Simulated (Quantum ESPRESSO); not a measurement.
# LiCaSc (P-6m2) in Quantum ESPRESSO: band structure with revPBE

Aim: the band structure of LiCaSc with revPBE.

Everything below comes from runs of Quantum ESPRESSO 7.5. Logs are shortened: lines on timing, memory, paths and dates and some standing lists are left out, and cuts for length are marked.

**1. The structure**

The structure is hexagonal, space group P-6m2 (No. 187). The conventional cell has a = 4.137 Å, b = 4.137 Å, c = 3.602 Å, α = 90.00°, β = 90.00°, γ = 120.00°. Li (site symmetry -6m2) has 6 Ca at 2.99 Å and 6 Sc at 2.99 Å as nearest neighbours. Ca (site symmetry -6m2) has 3 Sc at 2.39 Å as nearest neighbours. Around Sc (site symmetry -6m2) lie 3 Ca at 2.39 Å.

The cell was built by a generator and needn't be a form met in nature.

**2. Band structure, revPBE**

Input file pw.in:

```
&CONTROL
  calculation = 'scf'
  prefix = 'pwscf'
  outdir = './tmp'
  pseudo_dir = './pseudo'
  tprnfor = .true.
  tstress = .true.
  disk_io = 'low'
/
&SYSTEM
  ibrav = 0
  nat = 3
  ntyp = 3
  ecutwfc = 36
  ecutrho = 216
  nbnd = 19
  input_dft = 'revpbe'
  occupations = 'smearing'
  smearing = 'fd'
  degauss = 0.00734986
/
&ELECTRONS
  conv_thr = 6d-10
  electron_maxstep = 120
  mixing_beta = 0.5
/
ATOMIC_SPECIES
Li     6.9400 Li.GGA_PBE-JTH.UPF
Ca    40.0780 Ca.GGA_PBE-JTH.UPF
Sc    44.9559 Sc.GGA_PBE-JTH.UPF
CELL_PARAMETERS angstrom
   4.1365393600    0.0000000000    0.0000000000
  -2.0682696800    3.5823481700    0.0000000000
   0.0000000000    0.0000000000    3.6024159400
ATOMIC_POSITIONS crystal
Li     0.0000000000    0.0000000000    0.0000000000
Ca     0.3333333300    0.6666666700    0.5000000000
Sc     0.6666666700    0.3333333300    0.5000000000
K_POINTS automatic
8 8 7 0 0 0
```

Input file bands.in:

```
&CONTROL
  calculation = 'bands'
  prefix = 'pwscf'
  outdir = './tmp'
  pseudo_dir = './pseudo'
  disk_io = 'low'
  verbosity = 'high'
/
&SYSTEM
  ibrav = 0
  nat = 3
  ntyp = 3
  ecutwfc = 36
  ecutrho = 216
  nbnd = 19
  input_dft = 'revpbe'
  occupations = 'smearing'
  smearing = 'fd'
  degauss = 0.00734986
/
&ELECTRONS
  conv_thr = 1d-08
  electron_maxstep = 120
  mixing_beta = 0.5
  diago_full_acc = .true.
/
ATOMIC_SPECIES
Li     6.9400 Li.GGA_PBE-JTH.UPF
Ca    40.0780 Ca.GGA_PBE-JTH.UPF
Sc    44.9559 Sc.GGA_PBE-JTH.UPF
CELL_PARAMETERS angstrom
   4.1365393600    0.0000000000    0.0000000000
  -2.0682696800    3.5823481700    0.0000000000
   0.0000000000    0.0000000000    3.6024159400
ATOMIC_POSITIONS crystal
Li     0.0000000000    0.0000000000    0.0000000000
Ca     0.3333333300    0.6666666700    0.5000000000
Sc     0.6666666700    0.3333333300    0.5000000000
K_POINTS crystal
60
 0.0000000000  0.0000000000  0.0000000000 1
 0.0833333333  0.0000000000  0.0000000000 1
 0.1666666667  0.0000000000  0.0000000000 1
 0.2500000000  0.0000000000  0.0000000000 1
 0.3333333333  0.0000000000  0.0000000000 1
 0.4166666667  0.0000000000  0.0000000000 1
 0.5000000000  0.0000000000  0.0000000000 1
 0.4444444444  0.1111111111  0.0000000000 1
 0.3888888889  0.2222222222  0.0000000000 1
 0.3333333333  0.3333333333  0.0000000000 1
 0.2916666667  0.2916666667  0.0000000000 1
 0.2500000000  0.2500000000  0.0000000000 1
 0.2083333333  0.2083333333  0.0000000000 1
 0.1666666667  0.1666666667  0.0000000000 1
 0.1250000000  0.1250000000  0.0000000000 1
 0.0833333333  0.0833333333  0.0000000000 1
 0.0416666667  0.0416666667  0.0000000000 1
 0.0000000000  0.0000000000  0.0000000000 1
 0.0000000000  0.0000000000  0.0833333333 1
 0.0000000000  0.0000000000  0.1666666667 1
 0.0000000000  0.0000000000  0.2500000000 1
 0.0000000000  0.0000000000  0.3333333333 1
 0.0000000000  0.0000000000  0.4166666667 1
 0.0000000000  0.0000000000  0.5000000000 1
 0.0714285714  0.0000000000  0.5000000000 1
 0.1428571429  0.0000000000  0.5000000000 1
 0.2142857143  0.0000000000  0.5000000000 1
 0.2857142857  0.0000000000  0.5000000000 1
 0.3571428571  0.0000000000  0.5000000000 1
 0.4285714286  0.0000000000  0.5000000000 1
 0.5000000000  0.0000000000  0.5000000000 1
 0.4583333333  0.0833333333  0.5000000000 1
 0.4166666667  0.1666666667  0.5000000000 1
 0.3750000000  0.2500000000  0.5000000000 1
 0.3333333333  0.3333333333  0.5000000000 1
 0.2962962963  0.2962962963  0.5000000000 1
 0.2592592593  0.2592592593  0.5000000000 1
 0.2222222222  0.2222222222  0.5000000000 1
 0.1851851852  0.1851851852  0.5000000000 1
 0.1481481481  0.1481481481  0.5000000000 1
 0.1111111111  0.1111111111  0.5000000000 1
 0.0740740741  0.0740740741  0.5000000000 1
 0.0370370370  0.0370370370  0.5000000000 1
 0.0000000000  0.0000000000  0.5000000000 1
 0.5000000000  0.0000000000  0.5000000000 1
 0.5000000000  0.0000000000  0.4285714286 1
 0.5000000000  0.0000000000  0.3571428571 1
 0.5000000000  0.0000000000  0.2857142857 1
 0.5000000000  0.0000000000  0.2142857143 1
 0.5000000000  0.0000000000  0.1428571429 1
 0.5000000000  0.0000000000  0.0714285714 1
 0.5000000000  0.0000000000  0.0000000000 1
 0.3333333333  0.3333333333  0.0000000000 1
 0.3333333333  0.3333333333  0.0714285714 1
 0.3333333333  0.3333333333  0.1428571429 1
 0.3333333333  0.3333333333  0.2142857143 1
 0.3333333333  0.3333333333  0.2857142857 1
 0.3333333333  0.3333333333  0.3571428571 1
 0.3333333333  0.3333333333  0.4285714286 1
 0.3333333333  0.3333333333  0.5000000000 1
```

Potentials or basis: JTH 2.0 PBE.

Run with:

```bash
> OMP_NUM_THREADS=1 pw.x -in pw.in > pw.out
> OMP_NUM_THREADS=1 pw.x -in bands.in > bands.out
```

pw.out:

```text
This program is part of the open-source Quantum ESPRESSO suite
     for quantum simulation of materials; please cite
         "P. Giannozzi et al., J. Phys.:Condens. Matter 21 395502 (2009);
         "P. Giannozzi et al., J. Phys.:Condens. Matter 29 465901 (2017);
         "P. Giannozzi et al., J. Chem. Phys. 152 154105 (2020);
     in publications or presentations arising from this work. More details at

     file Li.GGA_PBE-JTH.UPF: wavefunction(s)  1S 2S 0S 2P 0P renormalized
     file Ca.GGA_PBE-JTH.UPF: wavefunction(s)  4S 3P 0P 3D 0D renormalized
     file Sc.GGA_PBE-JTH.UPF: wavefunction(s)  4S 3P 0P 3D 0D renormalized

     IMPORTANT: XC functional enforced from input :
     Exchange-correlation= REVPBE
                           (   1   4   4   4   0   0   0)
     Any further DFT definition will be discarded
     Please, verify this is what you really want

     Message from routine setup:
     using ibrav=0 with symmetry is DISCOURAGED, use correct ibrav instead

     G-vector sticks info
     --------------------
     sticks:   dense  smooth     PW     G-vecs:    dense   smooth      PW
     Sum         913     595    187                19255    10485    1737

     Using Slab Decomposition

     bravais-lattice index     =            0
     lattice parameter (alat)  =       7.8169  a.u.
     unit-cell volume          =     360.2429 (a.u.)^3
     number of atoms/cell      =            3
     number of atomic types    =            3
     number of electrons       =        24.00
     number of Kohn-Sham states=           19
     kinetic-energy cutoff     =      36.0000  Ry
     charge density cutoff     =     216.0000  Ry
     scf convergence threshold =      6.0E-10
     mixing beta               =       0.5000
     number of iterations used =            8  plain     mixing
     Exchange-correlation= REVPBE
                           (   1   4   4   4   0   0   0)

     celldm(1)=   7.816926  celldm(2)=   0.000000  celldm(3)=   0.000000
     celldm(4)=   0.000000  celldm(5)=   0.000000  celldm(6)=   0.000000

     crystal axes: (cart. coord. in units of alat)
               a(1) = (   1.000000   0.000000   0.000000 )
               a(2) = (  -0.500000   0.866025   0.000000 )
               a(3) = (   0.000000   0.000000   0.870877 )

     reciprocal axes: (cart. coord. in units 2 pi/alat)
               b(1) = (  1.000000  0.577350 -0.000000 )
               b(2) = (  0.000000  1.154701  0.000000 )
               b(3) = (  0.000000 -0.000000  1.148268 )

     PseudoPot. # 1 for Li read from file:
     Li.GGA_PBE-JTH.UPF
     Pseudo is Projector augmented-wave + core cor, Zval =  3.0
     Generated using ATOMPAW code
     Shape of augmentation charge: BESSEL
     Using radial grid of  865 points,  5 beta functions with:
                l(1) =   0
                l(2) =   0
                l(3) =   0
                l(4) =   1
                l(5) =   1
     Q(r) pseudized with 0 coefficients

     PseudoPot. # 2 for Ca read from file:
     Ca.GGA_PBE-JTH.UPF
     Pseudo is Projector augmented-wave + core cor, Zval = 10.0
     Generated using ATOMPAW code
     Shape of augmentation charge: SINC**2
     Using radial grid of 1017 points,  6 beta functions with:
                l(1) =   0
                l(2) =   0
                l(3) =   1
                l(4) =   1
                l(5) =   2
                l(6) =   2
     Q(r) pseudized with 0 coefficients

     PseudoPot. # 3 for Sc read from file:
     Sc.GGA_PBE-JTH.UPF
     Pseudo is Projector augmented-wave + core cor, Zval = 11.0
     Generated using ATOMPAW code
     Shape of augmentation charge: BESSEL
     Using radial grid of 1021 points,  6 beta functions with:
                l(1) =   0
                l(2) =   0
                l(3) =   1
                l(4) =   1
                l(5) =   2
                l(6) =   2
     Q(r) pseudized with 0 coefficients

     atomic species   valence    mass     pseudopotential
     Li                3.00     6.94000     Li( 1.00)
     Ca               10.00    40.07800     Ca( 1.00)
     Sc               11.00    44.95590     Sc( 1.00)

     12 Sym. Ops. (no inversion) found

   Cartesian axes

     site n.     atom                  positions (alat units)
         1        Li     tau(   1) = (   0.0000000   0.0000000   0.0000000  )
         2        Ca     tau(   2) = (  -0.0000000   0.5773503   0.4354384  )
         3        Sc     tau(   3) = (   0.5000000   0.2886751   0.4354384  )

     number of k points=    40  Fermi-Dirac smearing, width (Ry)=  0.0073
                       cart. coord. in units 2pi/alat
        k(    1) = (   0.0000000   0.0000000   0.0000000), wk =   0.0044643
        k(    2) = (   0.0000000   0.0000000   0.1640383), wk =   0.0089286
        k(    3) = (   0.0000000   0.0000000   0.3280766), wk =   0.0089286
        k(    4) = (   0.0000000   0.0000000   0.4921149), wk =   0.0089286
        k(    5) = (   0.0000000   0.1443376   0.0000000), wk =   0.0267857
        k(    6) = (   0.0000000   0.1443376   0.1640383), wk =   0.0535714
[... 32 lines left out ...]
        k(   39) = (   0.2500000   0.5773503   0.3280766), wk =   0.0535714
        k(   40) = (   0.2500000   0.5773503   0.4921149), wk =   0.0535714

     Dense  grid:    19255 G-vectors     FFT dimensions: (  40,  40,  32)

     Smooth grid:    10485 G-vectors     FFT dimensions: (  30,  30,  27)

     Check: negative core charge=   -0.000007

     Initial potential from superposition of free atoms

     starting charge      23.9880, renormalised to      24.0000
     Starting wfcs are   45 randomized atomic wfcs

     Self-consistent Calculation

     iteration #  1     ecut=    36.00 Ry     beta= 0.50
     Davidson diagonalization with overlap
     ethr =  1.00E-02,  avg # of iterations =  1.6

     Threshold (ethr) on eigenvalues was too large:
     Diagonalizing with lowered threshold

     Davidson diagonalization with overlap
     ethr =  1.07E-04,  avg # of iterations =  3.5

     total energy              =    -305.67482180 Ry
     estimated scf accuracy    <       0.02398275 Ry

     iteration #  2     ecut=    36.00 Ry     beta= 0.50
     Davidson diagonalization with overlap
     ethr =  9.99E-05,  avg # of iterations =  6.1
[... 11 lines left out ...]
     iteration #  4     ecut=    36.00 Ry     beta= 0.50
     Davidson diagonalization with overlap
     ethr =  1.38E-05,  avg # of iterations =  5.0

     total energy              =    -305.69181211 Ry
     estimated scf accuracy    <       0.00031985 Ry

     iteration #  5     ecut=    36.00 Ry     beta= 0.50
     Davidson diagonalization with overlap
     c_bands:  1 eigenvalues not converged
     ethr =  1.33E-06,  avg # of iterations =  4.8

     total energy              =    -305.69208101 Ry
     estimated scf accuracy    <       0.00011942 Ry

     iteration #  6     ecut=    36.00 Ry     beta= 0.50
     Davidson diagonalization with overlap
     ethr =  4.98E-07,  avg # of iterations =  3.8

     total energy              =    -305.69210768 Ry
     estimated scf accuracy    <       0.00002846 Ry
[... 26 lines left out ...]
     total energy              =    -305.69211180 Ry
     estimated scf accuracy    <       0.00000001 Ry

     iteration # 11     ecut=    36.00 Ry     beta= 0.50
     Davidson diagonalization with overlap
     ethr =  5.53E-11,  avg # of iterations =  4.0

     End of self-consistent calculation

          k = 0.0000 0.0000 0.0000 (  1315 PWs)   bands (ev):

   -40.2301 -35.6697 -31.4947 -19.2433 -19.2433 -18.5243 -12.7088 -12.7088
   -12.1917   5.0827   8.9559  10.0565  10.0565  10.9392  10.9392  12.2281
    12.2281  13.0289  14.5535

          k = 0.0000 0.0000 0.1640 (  1321 PWs)   bands (ev):

   -40.2290 -35.6696 -31.4923 -19.2417 -19.2417 -18.5397 -12.7055 -12.7055
   -12.2254   5.3411   8.9203  10.1421  10.1421  10.6353  10.6353  12.3463
    12.3463  13.2587  14.1039
[... 79 lines left out ...]
          k = 0.0000 0.4330 0.4921 (  1314 PWs)   bands (ev):

   -40.2119 -35.6683 -31.5352 -19.2826 -19.1066 -18.5881 -12.7976 -12.5832
   -12.3819   7.7246   8.3499   8.7382   9.0190   9.9544  10.0210  12.1463
    13.4911  14.3265  14.3568

          k = 0.0000-0.5774 0.0000 (  1324 PWs)   bands (ev):

   -40.2148 -35.6697 -31.5572 -19.2996 -19.0914 -18.5105 -12.8331 -12.5799
   -12.2154   7.2453   7.4380   9.6280   9.6499  10.4138  10.4276  10.9222
    12.0143  12.8560  13.4879

          k = 0.0000-0.5774 0.1640 (  1312 PWs)   bands (ev):

   -40.2138 -35.6692 -31.5546 -19.2978 -19.0900 -18.5255 -12.8294 -12.5767
   -12.2496   7.2913   7.6964   9.3121   9.5818   9.9622  10.7622  11.0167
    12.1746  13.4041  13.5812

          k = 0.0000-0.5774 0.3281 (  1304 PWs)   bands (ev):

   -40.2115 -35.6685 -31.5489 -19.2938 -19.0870 -18.5590 -12.8212 -12.5700
   -12.3257   7.4287   8.3502   8.7613   9.0429   9.8168  10.9619  11.3422
    12.8769  13.4002  14.5596

          k = 0.0000-0.5774 0.4921 (  1302 PWs)   bands (ev):

   -40.2097 -35.6680 -31.5442 -19.2906 -19.0845 -18.5858 -12.8148 -12.5646
   -12.3859   7.6416   8.2719   8.6212   9.0147   9.8576  10.9208  11.4845
    13.5197  14.4225  14.6820

          k = 0.1250 0.2165 0.0000 (  1309 PWs)   bands (ev):

   -40.2240 -35.6695 -31.5195 -19.2687 -19.1802 -18.5189 -12.7615 -12.6551
   -12.2010   5.6584   8.8031   9.5600   9.9826  10.5977  10.9471  11.6865
    12.1474  12.8590  13.3508
[... 109 lines left out ...]
          k = 0.2500 0.5774 0.4921 (  1292 PWs)   bands (ev):

   -40.2081 -35.6677 -31.5505 -19.3286 -19.0341 -18.5841 -12.8548 -12.5248
   -12.3887   7.2093   7.9688   8.9233   8.9826  10.5631  11.1513  12.3599
    13.5367  14.0352  14.3849

     the Fermi energy is     9.3270 ev

!    total energy              =    -305.69211180 Ry
     total all-electron energy =      -305.692112 Ry
     estimated scf accuracy    <          1.9E-10 Ry
     smearing contrib. (-TS)   =      -0.00733582 Ry
     internal energy E=F+TS    =    -305.68477597 Ry

     The total energy is F=E-TS. E is the sum of the following terms:
     one-electron contribution =     -77.21427840 Ry
     hartree contribution      =      45.90425472 Ry
     xc contribution           =     -26.77323069 Ry
     ewald contribution        =    -118.64567470 Ry
     one-center paw contrib.   =    -128.95584690 Ry

     convergence has been achieved in  11 iterations

     Forces acting on atoms (cartesian axes, Ry/au):

     atom    1 type  1   force =    -0.00000000   -0.00000000    0.00000000
     atom    2 type  2   force =     0.00000000    0.00000000    0.00000000
     atom    3 type  3   force =     0.00000000    0.00000000    0.00000000

     Total force =     0.000000     Total SCF correction =     0.000000

     Computing stress (Cartesian axis) and pressure

          total   stress  (Ry/bohr**3)                   (kbar)     P=      201.24
   0.00208596   0.00000000  -0.00000000          306.86        0.00       -0.00
   0.00000000   0.00208596  -0.00000000            0.00      306.86       -0.00
   0.00000000   0.00000000  -0.00006797            0.00        0.00      -10.00

=------------------------------------------------------------------------------=
   JOB DONE.
=------------------------------------------------------------------------------=
```

It took 60 s on 1 thread of Intel Xeon Platinum 8259CL at 2.50GHz (Skylake/Cascade Lake), shared host; peak memory 0.14 GiB.

Results:

| Property | Result |
| --- | --- |
| Free energy | -4159.1531 eV |
| Pressure | 20.1 GPa |
| Band gap on the k mesh | none (metal or under the smearing width) |

Levels at the corners of the path, in eV from the Fermi level:
```
point  band 9  band 10  band 11  band 12  band 13  band 14  band 15  band 16
    Γ  -21.52    -4.24    -0.37     0.73     0.73     1.61     1.61     2.90
    M  -21.54    -2.08    -1.89     0.30     0.32     1.09     1.10     1.60
    K  -21.55    -2.42    -1.16    -0.61     0.37     1.30     1.76     2.08
    Γ  -21.52    -4.24    -0.37     0.73     0.73     1.61     1.61     2.90
    A  -21.69    -2.40    -0.98     0.36     0.36     1.43     1.43     3.18
    L  -21.72    -1.62    -1.15    -0.76    -0.20     0.54     1.57     2.17
    H  -21.72    -2.15    -1.48    -0.36    -0.33     1.32     1.89     3.47
    A  -21.69    -2.40    -0.98     0.36     0.36     1.43     1.43     3.18
    L  -21.72    -1.62    -1.15    -0.76    -0.20     0.54     1.57     2.17
    M  -21.54    -2.08    -1.89     0.30     0.32     1.09     1.10     1.60
    K  -21.55    -2.42    -1.16    -0.61     0.37     1.30     1.76     2.08
    H  -21.72    -2.15    -1.48    -0.36    -0.33     1.32     1.89     3.47
```

Caveat: the potentials were made for another functional, which shifts forces and pressure; the cutoff is low for these files, which shifts pressure and relaxed volume; some levels on the path didn't converge; so large a pressure means that the cell lies far from this level's equilibrium, or that cutoff or potentials fall short.

**3. For comparison**

An earlier run on the cell as given: functional PBE; potentials or basis SSSP 1.3 efficiency PBE; cutoff 816 eV; density cutoff 5987 eV; k mesh 8 × 8 × 7; occupations fermi-dirac, width 0.05 eV; no spin polarisation.

- Pressure: 18.5 GPa
- Band gap on the k mesh: none (metal or under the smearing width)
